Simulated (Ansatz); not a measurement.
Run this with the Python package of Ansatz (0.2.0) and show what comes out.

Contents of `h8n2ssi2.xyz`:
```text
13

N    -1.22480    1.20220    1.15830
Si   -0.32560   -0.08280    0.74270
S     1.32310    0.02700    1.99900
N     0.20970    0.44270   -0.78410
Si    0.45120   -0.92050   -1.77830
H    -1.95110    1.37090    0.39500
H    -0.65890    2.07510    1.08590
H    -1.08550   -1.29500    0.80740
H     0.66970   -0.04230    3.20020
H     0.99880    0.96130   -0.66390
H     0.91890   -0.38710   -3.03450
H    -0.77610   -1.68060   -1.94500
H     1.47100   -1.70590   -1.16780
```

Script `energy_h8n2ssi2.py`:
```python
'''Single point of H8N2SSi2.'''

import ansatz as az


def main() -> None:
    molecule = az.Crystal.molecule_from_extxyz('h8n2ssi2.xyz')

    base = molecule.calculation().basis(gaussian='6-31G*').correlation('ccsd')
    print(base.to_yaml())
    outcome = base.run()
    r = outcome.report

    print(f'E = {r["free_energy_ev"]:.6f} eV = {r["free_energy_ev"] / 27.211386246:.7f} Ha')
    print('converged:', r['converged'], ' doubts:', r['published_state_doubts'] or 'none')

    parts = r['correlation']
    for name in ('random_phase', 'coupled_cluster', 'perturbative'):
        if name in parts:
            print(f'{name:16s} {parts[name]["energy"]["hartree"]:12.7f} Ha')
    if 'second_order' in parts:
        pair = parts['second_order']
        print(f'MP2 same spin {pair["same_spin"]["hartree"]:.7f} Ha, opposite spin {pair["opposite_spin"]["hartree"]:.7f} Ha')


if __name__ == '__main__':
    main()
```

```console
$ python energy_h8n2ssi2.py
crystal:
  periodic: [false, false, false]
  atoms:
    - { symbol: "N", position_ang: [-1.2248, 1.2022, 1.1583] }
    - { symbol: Si, position_ang: [-0.3256, -0.0828, 0.7427] }
    - { symbol: S, position_ang: [1.3231, 0.027, 1.999] }
    - { symbol: "N", position_ang: [0.2097, 0.4427, -0.7841] }
    - { symbol: Si, position_ang: [0.4512, -0.9205, -1.7783] }
    - { symbol: H, position_ang: [-1.9511, 1.3709, 0.395] }
    - { symbol: H, position_ang: [-0.6589, 2.0751, 1.0859] }
    - { symbol: H, position_ang: [-1.0855, -1.295, 0.8074] }
    - { symbol: H, position_ang: [0.6697, -0.0423, 3.2002] }
    - { symbol: H, position_ang: [0.9988, 0.9613, -0.6639] }
    - { symbol: H, position_ang: [0.9189, -0.3871, -3.0345] }
    - { symbol: H, position_ang: [-0.7761, -1.6806, -1.945] }
    - { symbol: H, position_ang: [1.471, -1.7059, -1.1678] }
basis:
  gaussian:
    orbitals: "6-31G*"
correlation:
  method: ccsd

E = -29649.726365 eV = -1089.6073466 Ha
converged: True  doubts: none
coupled_cluster    -0.6669376 Ha
MP2 same spin -0.1460110 Ha, opposite spin -0.4612994 Ha
```

Notes:
- Total energies depend on the basis set; only differences at equal settings carry meaning.
- The geometry is a force-field or estimated start, not a minimum of this method, and the basis set is short of its limit.
- Inner cores stay frozen, so this is valence correlation.
- Run time: 8.9 s on 1 thread of Arm Neoverse V1, on a shared host, peak memory 0.46 GiB.

(A comment or docstring line of the script was reworded after the run, the code is as it ran; lines on the test bed's own set-up are left out of the output.)
